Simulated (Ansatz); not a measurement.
Crystal: PtSe.

```
CELL_PARAMETERS angstrom
0.00000 3.03745 3.03745
3.03745 0.00000 3.03745
3.03745 3.03745 0.00000
ATOMIC_POSITIONS crystal
Pt 0.00000 0.00000 0.00000
Se 0.25000 0.25000 0.25000
```

The cell comes from a database or a generator and needn't be the stable form of this composition.

Base run:

```yaml
Program: Ansatz 0.2.0
Functional: PBE
Potentials_or_basis: all-electron LAPW, scalar-relativistic
Cutoff: 277 eV (chosen from the basis error)
Basis_error_allowed: 0.001 eV/atom
k_mesh: 5 × 5 × 5
Occupations: gaussian, width 0.05 eV
Spin: collinear spin, ferromagnetic start
Starting_moments: "[0.5, 0.0] μB"
Hubbard_terms: Pt d U = 4 eV
```

Its results: band gap on the k mesh none (metal or under the smearing width); pressure -10.5 GPa; net moment 0.10 μB per cell.

Problem. The run is repeated on the same cell with these changes: hubbard terms from Pt d U = 4 eV to Pt d U = 2 eV. What comes out?

Solution. Band gap on the k mesh none (metal or under the smearing width); pressure -10.7 GPa; net moment 0.00 μB per cell.

Caveats: the k mesh is thin for a metal, which can move the energy by tens of meV per atom; U is the effective U less J, on atomic orbitals that reach past the spheres; the starting moments weren't kept (some runs).
